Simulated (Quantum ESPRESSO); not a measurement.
# Zr (P6/mmm) in Quantum ESPRESSO: a series of runs

The runs below take Zr through relaxation of cell and atoms, with LDA.

Everything below comes from runs of Quantum ESPRESSO 7.5. Logs are shortened: lines on timing, memory, paths and dates and some standing lists are left out, and cuts for length are marked.

## (1) Starting point

Symmetry: P6/mmm, No. 191, hexagonal system. The conventional cell has a = 5.033 Å, b = 5.033 Å, c = 3.132 Å, α = 90.00°, β = 90.00°, γ = 120.00°. Zr (site symmetry 6/mmm) has 14 Zr at 3.13 to 3.30 Å as nearest neighbours. Around Zr (site symmetry -6m2) lie 11 Zr at 2.91 to 3.30 Å.

This isn't the form of Zr at room conditions, which is hcp.

## (2) Relaxation of cell and atoms, LDA, target pressure 9 GPa, at which the enthalpy is minimised

Input file pw.in:

```
&CONTROL
  calculation = 'vc-relax'
  prefix = 'pwscf'
  outdir = './tmp'
  pseudo_dir = './pseudo'
  tprnfor = .true.
  tstress = .true.
  disk_io = 'low'
  nstep = 40
  forc_conv_thr = 0.0004
  etot_conv_thr = 1d-05
/
&SYSTEM
  ibrav = 0
  nat = 3
  ntyp = 1
  ecutwfc = 45
  ecutrho = 360
  nbnd = 26
  occupations = 'smearing'
  smearing = 'gaussian'
  degauss = 0.00734986
/
&ELECTRONS
  conv_thr = 6d-10
  electron_maxstep = 120
  mixing_beta = 0.5
/
&IONS
  ion_dynamics = 'bfgs'
/
&CELL
  cell_dynamics = 'bfgs'
  press = 90
  press_conv_thr = 0.3
/
ATOMIC_SPECIES
Zr    91.2240 zr_lda_v1.uspp.F.UPF
CELL_PARAMETERS angstrom
   5.0330000000    0.0000000000    0.0000000000
  -2.5165000000    4.3587058572    0.0000000000
   0.0000000000    0.0000000000    3.1320000000
ATOMIC_POSITIONS crystal
Zr     0.0000000000    0.0000000000    0.0000000000
Zr     0.3333333333    0.6666666667    0.5000000000
Zr     0.6666666667    0.3333333333    0.5000000000
K_POINTS automatic
14 14 19 0 0 0
```

Potentials or basis: GBRV 1.5 LDA.

Launch:

```sh
$ OMP_NUM_THREADS=1 pw.x -in pw.in > pw.out
```

pw.out:

```text
This program is part of the open-source Quantum ESPRESSO suite
     for quantum simulation of materials; please cite
[... 9 lines left out ...]
     --------------------
     sticks:   dense  smooth     PW     G-vecs:    dense   smooth      PW
     Sum        2233    1135    349                53303    18943    3133

     Using Slab Decomposition

     bravais-lattice index     =            0
     lattice parameter (alat)  =       9.5110  a.u.
     unit-cell volume          =     463.6634 (a.u.)^3
     number of atoms/cell      =            3
     number of atomic types    =            1
     number of electrons       =        36.00
     number of Kohn-Sham states=           26
     kinetic-energy cutoff     =      45.0000  Ry
     charge density cutoff     =     360.0000  Ry
     scf convergence threshold =      6.0E-10
     mixing beta               =       0.5000
     number of iterations used =            8  plain     mixing
     energy convergence thresh.=      1.0E-05
     force convergence thresh. =      4.0E-04
     press convergence thresh. =      3.0E-01
     Exchange-correlation= SLA  PZ   NOGX NOGC
                           (   1   1   0   0   0   0   0)
     nstep                     =           40

     celldm(1)=   9.510992  celldm(2)=   0.000000  celldm(3)=   0.000000
     celldm(4)=   0.000000  celldm(5)=   0.000000  celldm(6)=   0.000000

     crystal axes: (cart. coord. in units of alat)
               a(1) = (   1.000000   0.000000   0.000000 )
               a(2) = (  -0.500000   0.866025   0.000000 )
               a(3) = (   0.000000   0.000000   0.622293 )

     reciprocal axes: (cart. coord. in units 2 pi/alat)
               b(1) = (  1.000000  0.577350 -0.000000 )
               b(2) = (  0.000000  1.154701  0.000000 )
               b(3) = (  0.000000 -0.000000  1.606960 )

     PseudoPot. # 1 for Zr read from file:
     zr_lda_v1.uspp.F.UPF
     Pseudo is Ultrasoft + core correction, Zval = 12.0
     Generated by new atomic code, or converted to UPF format
     Using radial grid of  887 points,  6 beta functions with:
                l(1) =   0
                l(2) =   0
                l(3) =   1
                l(4) =   1
                l(5) =   2
                l(6) =   2
     Q(r) pseudized with  6 coefficients,  rinner =    1.200   1.200   1.200
                                                       1.200   1.200

     atomic species   valence    mass     pseudopotential
     Zr               12.00    91.22400     Zr( 1.00)

     24 Sym. Ops., with inversion, found

   Cartesian axes

     site n.     atom                  positions (alat units)
         1        Zr     tau(   1) = (   0.0000000   0.0000000   0.0000000  )
         2        Zr     tau(   2) = (  -0.0000000   0.5773503   0.3111464  )
         3        Zr     tau(   3) = (   0.5000000   0.2886751   0.3111464  )

     number of k points=   240  Gaussian smearing, width (Ry)=  0.0073

     Number of k-points >= 100: set verbosity='high' to print them.

     Dense  grid:    53303 G-vectors     FFT dimensions: (  60,  60,  36)

     Smooth grid:    18943 G-vectors     FFT dimensions: (  45,  45,  25)

     Initial potential from superposition of free atoms

     starting charge      35.9946, renormalised to      36.0000

     negative rho (up, down):  1.822E-01 0.000E+00
     Starting wfcs are   39 randomized atomic wfcs

     Self-consistent Calculation

     iteration #  1     ecut=    45.00 Ry     beta= 0.50
     Davidson diagonalization with overlap
     ethr =  1.00E-02,  avg # of iterations =  2.0

     Threshold (ethr) on eigenvalues was too large:
     Diagonalizing with lowered threshold

     Davidson diagonalization with overlap
     ethr =  1.77E-04,  avg # of iterations =  2.0

     negative rho (up, down):  1.828E-01 0.000E+00

     total energy              =    -297.87209113 Ry
     estimated scf accuracy    <       0.06990858 Ry

     iteration #  2     ecut=    45.00 Ry     beta= 0.50
     Davidson diagonalization with overlap
     ethr =  1.94E-04,  avg # of iterations =  2.8

     negative rho (up, down):  1.833E-01 0.000E+00

     total energy              =    -297.86065812 Ry
     estimated scf accuracy    <       0.13419884 Ry

     iteration #  3     ecut=    45.00 Ry     beta= 0.50
     Davidson diagonalization with overlap
     ethr =  1.94E-04,  avg # of iterations =  2.2

     negative rho (up, down):  1.843E-01 0.000E+00

     total energy              =    -297.88411654 Ry
     estimated scf accuracy    <       0.02908244 Ry

     iteration #  4     ecut=    45.00 Ry     beta= 0.50
     Davidson diagonalization with overlap
     ethr =  8.08E-05,  avg # of iterations =  1.0

     negative rho (up, down):  1.849E-01 0.000E+00

     total energy              =    -297.88655897 Ry
     estimated scf accuracy    <       0.00047302 Ry

     iteration #  5     ecut=    45.00 Ry     beta= 0.50
     Davidson diagonalization with overlap
     ethr =  1.31E-06,  avg # of iterations =  6.0

     negative rho (up, down):  1.849E-01 0.000E+00

     total energy              =    -297.88667059 Ry
     estimated scf accuracy    <       0.00023311 Ry

     iteration #  6     ecut=    45.00 Ry     beta= 0.50
     Davidson diagonalization with overlap
     ethr =  6.48E-07,  avg # of iterations =  1.2
[... 6 lines left out ...]
     iteration #  7     ecut=    45.00 Ry     beta= 0.50
     Davidson diagonalization with overlap
     ethr =  3.38E-08,  avg # of iterations =  3.2

     negative rho (up, down):  1.848E-01 0.000E+00

     total energy              =    -297.88668643 Ry
     estimated scf accuracy    <       0.00000007 Ry

     iteration #  8     ecut=    45.00 Ry     beta= 0.50
     Davidson diagonalization with overlap
     ethr =  1.88E-10,  avg # of iterations =  4.3

     negative rho (up, down):  1.848E-01 0.000E+00

     total energy              =    -297.88668651 Ry
     estimated scf accuracy    <       0.00000004 Ry

     iteration #  9     ecut=    45.00 Ry     beta= 0.50
     Davidson diagonalization with overlap
     ethr =  1.21E-10,  avg # of iterations =  1.0

     negative rho (up, down):  1.848E-01 0.000E+00

     total energy              =    -297.88668651 Ry
     estimated scf accuracy    <       0.00000002 Ry

     iteration # 10     ecut=    45.00 Ry     beta= 0.50
     Davidson diagonalization with overlap
     ethr =  4.66E-11,  avg # of iterations =  2.0

     negative rho (up, down):  1.848E-01 0.000E+00

     End of self-consistent calculation

     Number of k-points >= 100: set verbosity='high' to print the bands.

     the Fermi energy is    14.0096 ev

!    total energy              =    -297.88668651 Ry
     estimated scf accuracy    <          1.6E-10 Ry
     smearing contrib. (-TS)   =      -0.00107936 Ry
     internal energy E=F+TS    =    -297.88560715 Ry

     The total energy is F=E-TS. E is the sum of the following terms:
     one-electron contribution =     -53.37314252 Ry
     hartree contribution      =      40.62448218 Ry
     xc contribution           =     -53.07298357 Ry
     ewald contribution        =    -232.06396324 Ry

     convergence has been achieved in  10 iterations

     negative rho (up, down):  1.848E-01 0.000E+00

     Forces acting on atoms (cartesian axes, Ry/au):

     atom    1 type  1   force =     0.00000000    0.00000000    0.00000000
     atom    2 type  1   force =     0.00000000    0.00000000   -0.00000000
     atom    3 type  1   force =     0.00000000    0.00000000    0.00000000

     Total force =     0.000000     Total SCF correction =     0.000000

     Computing stress (Cartesian axis) and pressure

     negative rho (up, down):  1.848E-01 0.000E+00
          total   stress  (Ry/bohr**3)                   (kbar)     P=      -58.23
  -0.00041515  -0.00000000   0.00000000          -61.07       -0.00        0.00
  -0.00000000  -0.00041515  -0.00000000           -0.00      -61.07       -0.00
   0.00000000  -0.00000000  -0.00035728            0.00       -0.00      -52.56

     BFGS Geometry Optimization
     Energy error            =      3.9E-02 Ry
     Gradient error          =      2.1E-31 Ry/Bohr
     Cell gradient error     =      1.5E+02 kbar

     number of scf cycles    =   1
     number of bfgs steps    =   0

     enthalpy           new  =    -297.6030137102 Ry

     new trust radius        =       0.1105666117 bohr
     new conv_thr            =       0.0000000006 Ry

     new unit-cell volume =    429.49706 a.u.^3 (    63.64490 Ang^3 )
     density =      7.14029 g/cm^3

CELL_PARAMETERS (angstrom)
   4.903783042  -0.000000000   0.000000000
  -2.451891521   4.246800689  -0.000000000
   0.000000000  -0.000000000   3.056120473

ATOMIC_POSITIONS (crystal)
Zr              -0.0000000000       -0.0000000000        0.0000000000
Zr               0.3333333333        0.6666666667        0.5000000000
Zr               0.6666666667        0.3333333333        0.5000000000

     NEW-OLD atomic charge density approx. for the potential
     New effective cutoffs (rho, wfc):  379.05   47.40

     negative rho (up, down):  1.818E-01 0.000E+00

     Self-consistent Calculation

[... 45 further cycles ...]
     iteration #  3     ecut=    45.00 Ry     beta= 0.50
     Davidson diagonalization with overlap
     ethr =  1.77E-04,  avg # of iterations =  2.1

     negative rho (up, down):  1.792E-01 0.000E+00

     total energy              =    -297.88120630 Ry
     estimated scf accuracy    <       0.02015711 Ry

     iteration #  4     ecut=    45.00 Ry     beta= 0.50
     Davidson diagonalization with overlap
     ethr =  5.60E-05,  avg # of iterations =  1.1

     negative rho (up, down):  1.797E-01 0.000E+00

     total energy              =    -297.88320412 Ry
     estimated scf accuracy    <       0.00025579 Ry

     iteration #  5     ecut=    45.00 Ry     beta= 0.50
     Davidson diagonalization with overlap
     ethr =  7.11E-07,  avg # of iterations =  5.5

     negative rho (up, down):  1.797E-01 0.000E+00

     total energy              =    -297.88327032 Ry
     estimated scf accuracy    <       0.00013507 Ry

     iteration #  6     ecut=    45.00 Ry     beta= 0.50
     Davidson diagonalization with overlap
     ethr =  3.75E-07,  avg # of iterations =  1.3

     negative rho (up, down):  1.796E-01 0.000E+00

     total energy              =    -297.88328033 Ry
     estimated scf accuracy    <       0.00000513 Ry

     iteration #  7     ecut=    45.00 Ry     beta= 0.50
     Davidson diagonalization with overlap
     ethr =  1.43E-08,  avg # of iterations =  3.3

     negative rho (up, down):  1.796E-01 0.000E+00

     total energy              =    -297.88328148 Ry
     estimated scf accuracy    <       0.00000006 Ry

     iteration #  8     ecut=    45.00 Ry     beta= 0.50
     Davidson diagonalization with overlap
     ethr =  1.63E-10,  avg # of iterations =  4.0
[... 6 lines left out ...]
     iteration #  9     ecut=    45.00 Ry     beta= 0.50
     Davidson diagonalization with overlap
     ethr =  1.33E-11,  avg # of iterations =  2.1

     negative rho (up, down):  1.796E-01 0.000E+00

     total energy              =    -297.88328152 Ry
     estimated scf accuracy    <          1.2E-09 Ry

     iteration # 10     ecut=    45.00 Ry     beta= 0.50
     Davidson diagonalization with overlap
     ethr =  3.34E-12,  avg # of iterations =  2.0

     negative rho (up, down):  1.796E-01 0.000E+00

     total energy              =    -297.88328152 Ry
     estimated scf accuracy    <          2.5E-10 Ry

     iteration # 11     ecut=    45.00 Ry     beta= 0.50
     Davidson diagonalization with overlap
     ethr =  7.03E-13,  avg # of iterations =  1.5

     negative rho (up, down):  1.796E-01 0.000E+00

     total energy              =    -297.88328152 Ry
     estimated scf accuracy    <          5.3E-11 Ry

     iteration # 12     ecut=    45.00 Ry     beta= 0.50
     Davidson diagonalization with overlap
     ethr =  1.47E-13,  avg # of iterations =  2.2

     negative rho (up, down):  1.796E-01 0.000E+00

     End of self-consistent calculation

     Number of k-points >= 100: set verbosity='high' to print the bands.

     the Fermi energy is    16.3182 ev

!    total energy              =    -297.88328152 Ry
     estimated scf accuracy    <          1.3E-12 Ry
     smearing contrib. (-TS)   =      -0.00096950 Ry
     internal energy E=F+TS    =    -297.88231203 Ry

     The total energy is F=E-TS. E is the sum of the following terms:
     one-electron contribution =     -38.47092841 Ry
     hartree contribution      =      36.67170950 Ry
     xc contribution           =     -53.48691817 Ry
     ewald contribution        =    -242.59617495 Ry

     convergence has been achieved in  12 iterations

     negative rho (up, down):  1.796E-01 0.000E+00

     Forces acting on atoms (cartesian axes, Ry/au):

     atom    1 type  1   force =     0.00000000   -0.00000000   -0.00000000
     atom    2 type  1   force =    -0.00000000   -0.00000000    0.00000000
     atom    3 type  1   force =     0.00000000    0.00000000   -0.00000000

     Total force =     0.000000     Total SCF correction =     0.000000

     Computing stress (Cartesian axis) and pressure

     negative rho (up, down):  1.796E-01 0.000E+00
          total   stress  (Ry/bohr**3)                   (kbar)     P=       90.09
   0.00061233  -0.00000000  -0.00000000           90.08       -0.00       -0.00
   0.00000000   0.00061233  -0.00000000            0.00       90.08       -0.00
  -0.00000000   0.00000000   0.00061267           -0.00        0.00       90.13

=------------------------------------------------------------------------------=
   JOB DONE.
=------------------------------------------------------------------------------=
```

It took 13 min on 1 thread of Intel Xeon 6975P-C (Granite Rapids), shared host; peak memory 0.44 GiB.

Results:

```yaml
Free_energy: -4052.9085 eV
Relaxed_volume: 20.04 Å³/atom
Relaxed_cell: a = 4.805 Å, b = 4.805 Å, c = 3.007 Å, α = 90.00°, β = 90.00°, γ = 120.00°
Space_group_after_relaxing_to_0.05_Å: P6/mmm (No. 191)
Energy_change_on_relaxing_the_enthalpy_is_what_falls: +15.4 meV/atom
Ionic_steps: 7
Pressure_after_relaxing: 9.0 GPa
Band_gap_on_the_k_mesh: none (metal or under the smearing width)
```

Step by step:
```
step  energy change (eV)  largest force (eV/Å)  pressure (GPa)  volume (Å³)
   1              0.0000                0.0000           -5.82        68.71
   2             -0.0698                0.0000            1.83        63.64
   3              0.0821                0.0000           10.40        59.53
   4              0.0440                0.0000            8.92        60.17
   5              0.0459                0.0000            9.00        60.13
   6              0.0466                0.0000            9.03        60.12
   7              0.0462                0.0000            9.01        60.13
```

Final structure:
```xyz
3
Lattice="4.8050 0.0000 0.0000 -2.4025 4.1612 0.0000 0.0000 0.0000 3.0071" Properties=species:S:1:pos:R:3 pbc="T T T"
Zr    0.0000    0.0000    0.0000
Zr    0.0000    2.7741    1.5035
Zr    2.4025    1.3871    1.5035
```

## (3) Relaxation of cell and atoms, LDA, target pressure 14 GPa, at which the enthalpy is minimised

Changes to pw.in since step 2:

```diff
@@ -33,3 +33,3 @@
   cell_dynamics = 'bfgs'
-  press = 90
+  press = 140
   press_conv_thr = 0.3
```

Potentials or basis: GBRV 1.5 LDA.

Launch:

```sh
$ OMP_NUM_THREADS=1 pw.x -in pw.in > pw.out
```

Run time: 14 min. Hardware: 1 thread of Intel Xeon 6975P-C (Granite Rapids), shared host; peak memory 0.44 GiB.

The run converged. Its results:

| Quantity | Value |
| --- | --- |
| Free energy | -4052.7637 eV |
| Relaxed volume | 19.37 Å³/atom |
| Relaxed cell | a = 4.752 Å, b = 4.752 Å, c = 2.972 Å, α = 90.00°, β = 90.00°, γ = 120.00° |
| Space group after relaxing (to 0.05 Å) | P6/mmm (No. 191) |
| Energy change on relaxing (the enthalpy is what falls) | +63.6 meV/atom |
| Ionic steps | 7 |
| Pressure after relaxing | 14.0 GPa |
| Band gap on the k mesh | none (metal or under the smearing width) |

The path:
```
step  energy change (eV)  largest force (eV/Å)  pressure (GPa)  volume (Å³)
   1              0.0000                0.0000           -5.82        68.71
   2             -0.0348                0.0000            4.97        61.99
   3              0.2650                0.0000           16.15        57.32
   4              0.1860                0.0000           13.86        58.16
   5              0.1906                0.0000           14.00        58.11
   6              0.1913                0.0000           14.02        58.10
   7              0.1909                0.0000           14.01        58.10
```

Final structure:
```yaml
crystal:
  lattice:
    - [4.75160, 0.00000, 0.00000]
    - [-2.37580, 4.11501, 0.00000]
    - [0.00000, 0.00000, 2.97158]
  atoms:
    - { symbol: Zr, position: [0.00000, 0.00000, 0.00000] }
    - { symbol: Zr, position: [0.33333, 0.66667, 0.50000] }
    - { symbol: Zr, position: [0.66667, 0.33333, 0.50000] }
```

Levels at points of the mesh, in eV from the Fermi level:
| k point | band 16 | band 17 | band 18 | band 19 | band 20 | band 21 |
| --- | --- | --- | --- | --- | --- | --- |
| (0.00, 0.00, 0.00) | -0.36 | -0.28 | -0.28 | -0.15 | 0.92 | 1.85 |
| (0.00, -0.50, 0.00) | -0.87 | -0.86 | -0.60 | -0.10 | 0.86 | 1.15 |

Caveat: the volume moved by over 15 % at a fixed basis, so the end points are rough.
